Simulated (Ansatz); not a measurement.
# Ni (bcc type): how the settings move a single-point run

Question: which choices in the input matter for Ni (bcc type)?

Computed with Ansatz 0.2.0 (reference: DFT, PBEsol, all-electron PAW with datasets made for the crystal, scalar-relativistic, unless a step's input says otherwise).

## (1) Starting point

Symmetry: Im-3m, No. 229, cubic system. Conventional cell: a = 2.447 Å, b = 2.447 Å, c = 2.447 Å, α = 90.00°, β = 90.00°, γ = 90.00°. Ni (site symmetry m-3m) is surrounded by 8 Ni at 2.12 Å.

Structure file:

```cif
data_structure
_symmetry_space_group_name_H-M 'Im-3m'
_symmetry_Int_Tables_number 229
_cell_length_a 2.4473
_cell_length_b 2.4473
_cell_length_c 2.4473
_cell_angle_alpha 90.000
_cell_angle_beta 90.000
_cell_angle_gamma 90.000
_cell_volume 14.66
loop_
_atom_site_label
_atom_site_type_symbol
_atom_site_symmetry_multiplicity
_atom_site_Wyckoff_symbol
_atom_site_fract_x
_atom_site_fract_y
_atom_site_fract_z
_atom_site_occupancy
Ni1 Ni 2 a 0.00000 0.00000 0.00000 1
```

## (2) Baseline

The input, input.yaml:

```yaml
crystal:
  lattice:
    - [-1.2236356515, 1.2236356515, 1.2236356515]
    - [1.2236356515, -1.2236356515, 1.2236356515]
    - [1.2236356515, 1.2236356515, -1.2236356515]
  atoms:
    - { symbol: Ni, position: [0.0, 0.0, 0.0], spin: 1.0 }
magnetization:
  spin_polarized: true
kpoints:
  mp_grid: { grid: [21, 21, 21] }
scf:
  occupations: { method: fermi_dirac, width: 0.08 }
hamiltonian:
  xc: pbesol
  pseudopotentials: { kind: all_electron, datasets: crystal }
output:
  forces: true
  stress: true
  eigenvalues: true
```

Started as:

```
> ansatz run input.yaml --threads 1 --pin off --max-ram 3072MiB --backend cpu --events-out ev --progress --plain --runs-dir out
```

## (3) Changing settings: mixing.algorithm broyden, mixing.beta 0.5, mixing.ndim 16

input.yaml: that of step 2 with these lines changed.

```diff
@@ -13,2 +13,3 @@
   occupations: { method: fermi_dirac, width: 0.08 }
+  mixing: { algorithm: broyden, beta: 0.5, ndim: 16 }
 hamiltonian:
```

**Question.** What will these runs give? Wanted: for each run, ending; energy change; pressure; gap; force.

As calculated:

| run | ending | energy change | pressure (GPa) | gap (eV) | force (eV/Å) | cycles | time |
| --- | --- | --- | --- | --- | --- | --- | --- |
| reference | converged | 0 | 184.8 | 0.00 | 0.00 | 7 | 33 s |
| 1: mixing.algorithm broyden, mixing.beta 0.5, mixing.ndim 16 | converged | 0.0 meV/atom | 184.8 | 0.00 | 0.00 | 7 | 36 s |

Residual by cycle in the longest SCF loop of each run; runs are numbered as in the table. The quantity is the density residual dr2, in eV.

| cycle | reference | run 1 |
| --- | --- | --- |
| 1 | 0.00295 | 0.00295 |
| 2 | 0.00638 | 0.0105 |
| 3 | 0.00532 | 0.00199 |
| 4 | 6.3e-5 | 8.5e-5 |
| 5 | 1.9e-5 | 1.9e-5 |
| 6 | 8.9e-9 | 3.8e-9 |
| 7 | 4.5e-10 | 1.0e-10 |

What this shows: Energy and cycle count are those of the reference, so the change (mixing) left the result and the number of cycles as they were. The structure is not at rest: the sound run finds 185 GPa, so these are no properties of the relaxed crystal. 
